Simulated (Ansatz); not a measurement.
# TiBr3F: one species, many methods

The task here is to estimate one member of a computed series from the others.

Program: Ansatz 0.2.0, Gaussian basis. Level of theory: functionals in def2-TZVPP, the program's frozen cores in correlated methods. These are calculated values, not measurements.

Levels to be run: LDA (SPW92), PBE-D4, revPBE-D4, BLYP-D4, r2SCAN-D4, B97M-V, PBE0-D4, B3LYP-D4, r2SCANh-D4, r2SCAN0-D4, HSE06-D4, BHLYP-D4, CAM-B3LYP-D4, LC-ωPBE, ωB97X-V, ωB97M-V, B2PLYP, PBE-QIDH; CCSD(T)/def2-SVP; MP2/def2-TZVPP; MP2/def2-QZVPP; RPA on PBE.

### Structure used throughout

An earlier PBE0-D4 in a triple-zeta def2 set relaxation fixed the geometry.

SMILES `[F][Ti]([Br])([Br])[Br]`, 5 atoms, charge 0, spin multiplicity 1.

Atoms are counted from 1 here; the program's logs count them from 0.

Bond lengths: F1–Ti2 1.730 Å, Ti2–Br3 2.319 Å, Ti2–Br4 2.319 Å, Ti2–Br5 2.319 Å. Angles: F1–Ti2–Br3 109.4°, F1–Ti2–Br4 109.4°, F1–Ti2–Br5 109.4°, Br3–Ti2–Br4 109.5°, Br3–Ti2–Br5 109.5°, Br4–Ti2–Br5 109.5°.

Geometry (Å):

```xyz
5
charge 0, multiplicity 1
F    -0.2714   -0.1071    1.8142
Ti   -0.0077   -0.0205    0.1062
Br    1.7303   -1.4409   -0.4777
Br   -1.9401   -0.6611   -1.0048
Br    0.5388    2.1560   -0.4794
```

Set-up of the first run:

Input file in.yaml:

```yaml
crystal:
  periodic: [false, false, false]
  atoms:
    - {symbol: F, position_ang: [-0.271357, -0.107106, 1.814226]}
    - {symbol: Ti, position_ang: [-0.007691, -0.020544, 0.106220]}
    - {symbol: Br, position_ang: [1.730265, -1.440925, -0.477712]}
    - {symbol: Br, position_ang: [-1.940115, -0.661140, -1.004782]}
    - {symbol: Br, position_ang: [0.538799, 2.156014, -0.479352]}
basis:
  gaussian: {orbitals: def2-TZVPP}
hamiltonian: {xc: lda}
output: {orbitals: {seedname: orbitals}}
```

Command:

```console
> ansatz run in.yaml --threads 4 --pin off --events-out ev --progress --plain --max-ram 11315MiB
```

Steps of the session up to this table: LDA; PBE-D4 (GGA); revPBE-D4 (GGA); BLYP-D4 (GGA); r2SCAN-D4 (meta-GGA); B97M-V (meta-GGA); PBE0-D4 (hybrid); B3LYP-D4 (hybrid); r2SCANh-D4 (hybrid); r2SCAN0-D4 (hybrid); HSE06-D4 (hybrid); BHLYP-D4 (hybrid); CAM-B3LYP-D4 (range-separated); LC-ωPBE (range-separated); ωB97X-V (range-separated); ωB97M-V (range-separated); B2PLYP (double hybrid); PBE-QIDH (double hybrid).

One of the session's tables, all rows but one given; the rest of the session is left out.

It belongs to the step «Orbital energies across the functionals». 

| functional | HOMO (eV) | LUMO (eV) | gap (eV) |
| --- | --- | --- | --- |
| LDA (SPW92) | -7.77 | -4.69 | 3.08 |
| PBE-D4 | -7.59 | -4.45 | 3.14 |
| revPBE-D4 | -7.53 | -4.38 | 3.15 |
| BLYP-D4 | -7.40 | -4.32 | 3.09 |
| r2SCAN-D4 | -7.95 | -4.49 | 3.46 |
| B97M-V | -7.98 | -4.46 | 3.52 |
| PBE0-D4 | -8.82 | -3.70 | 5.11 |
| B3LYP-D4 | -8.55 | -3.90 | 4.65 |
| r2SCANh-D4 | -8.39 | -4.18 | 4.20 |
| r2SCAN0-D4 | -9.05 | -3.71 | 5.35 |
| HSE06-D4 | -8.43 | -4.08 | 4.35 |
| BHLYP-D4 | -9.88 | -2.75 | 7.13 |
| CAM-B3LYP-D4 | -10.05 | -2.70 | 7.35 |
| LC-ωPBE | -11.39 | -1.74 | 9.65 |
| ωB97X-V | -11.04 | -1.70 | 9.34 |
| ωB97M-V | ? | ? | ? |

Estimate the missing values for ωB97M-V.

**Answer.** HOMO (eV): -10.89; LUMO (eV): -1.67; gap (eV): 9.22. In the column «HOMO (eV)» it lies between ωB97X-V (-11.04) and CAM-B3LYP-D4 (-10.05).
